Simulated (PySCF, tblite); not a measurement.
# CH7FGe2: geometry, NMR shifts and spin-spin couplings

What NMR shifts and spin-spin couplings should CH7FGe2 (`F[CH2][GeH2][GeH3]`) show?

Programs: tblite 0.8.0 and PySCF 2.14.0, with density-fitted response routines of our own. Each step states its level of theory. These are calculated values for one molecule in the gas phase, unless marked as measured. Atoms are numbered from 0 throughout.

### Step 1. The starting structure

11 atoms, charge 0, multiplicity 1; geometry from: force field or distance geometry start.

Bonds of the start (Å): F0–C1 1.38, C1–Ge2 1.94, Ge2–Ge3 2.39, C1–H4 1.13, C1–H5 1.11, Ge2–H6 1.54, Ge2–H7 1.56, Ge3–H8 1.54, Ge3–H9 1.56, Ge3–H10 1.54.

### Step 2. Relaxing the molecule with GFN2-xTB, one coordinate held

Job settings and geometry (Å):

```
{"job": {"kind": "relax", "xc": "GFN2-xTB", "basis": "xTB"}, "charge": 0, "multiplicity": 1}
F     -1.697100    -1.559700     0.059500
C     -1.587700    -0.334400     0.691000
Ge    -0.348000     0.791800    -0.291300
Ge     0.429500    -0.383300    -2.226500
H     -1.189600    -0.499500     1.732800
H     -2.581300     0.150700     0.755000
H      0.845500     1.176000     0.604200
H     -1.088400     2.086700    -0.741300
H     -0.770300    -0.775500    -3.113100
H      1.159200    -1.679300    -1.757700
H      1.404600     0.508000    -3.017400
```

On the command line:

```
OMP_NUM_THREADS=1 python probes_run.py task.json out
```

One launch serves the whole session: the jobs run in the order shown.

**Question.** This job is followed by: GIAO PBE0/pcSseg-1 NMR shielding, non-relativistic, gas phase; B3LYP/pcJ-1 Ge:pcSseg-1 indirect spin-spin coupling, non-relativistic, gas phase. What will the session give for the following? 13C shifts against TMS (PBE0/pcSseg-1); 1H shifts against TMS (PBE0/pcSseg-1); 19F shifts against CFCl3 (PBE0/pcSseg-1); 73Ge shifts against GeMe4 (PBE0/pcSseg-1); surface potential, 1st and 99th percentile; largest coupling of the table (B3LYP/pcSseg-1+pcJ-1).

**Answer**, as computed:

| quantity | value |
| --- | --- |
| 13C shifts against TMS (PBE0/pcSseg-1) | 78.7 ppm |
| 1H shifts against TMS (PBE0/pcSseg-1) | 5.22, 5.22, 4.13, 4.13, 3.31, 3.30, 3.16 ppm |
| 19F shifts against CFCl3 (PBE0/pcSseg-1) | -275.9 ppm |
| 73Ge shifts against GeMe4 (PBE0/pcSseg-1) | -218, -358 ppm |
| surface potential, 1st and 99th percentile | -1.00 V and 1.09 V |
| largest coupling of the table (B3LYP/pcSseg-1+pcJ-1) | 1J(F,C) F0–C1, -217.8 Hz |

What this shows: The optimisation took 40 steps and gained 0.224 eV; among the close pairs (by a distance rule), Ge3–H9 changed most, from 1.559 to 1.494 Å. Shifts at one fixed geometry are not the observed spectrum, which averages over the motion. The geometry holds a dihedral fixed, so it need not be a minimum. At PBE0/pcSseg-1: Shielding is most anisotropic at Ge2 (span 251 ppm, paramagnetic term -1207 ppm). Of the pairs tabulated at B3LYP/pcSseg-1+pcJ-1, F0–C1 couples most strongly (-217.8 Hz; Fermi contact -283.8 Hz). Spin-orbit coupling is left out, which matters for shieldings and couplings at and beside the heavy atoms.
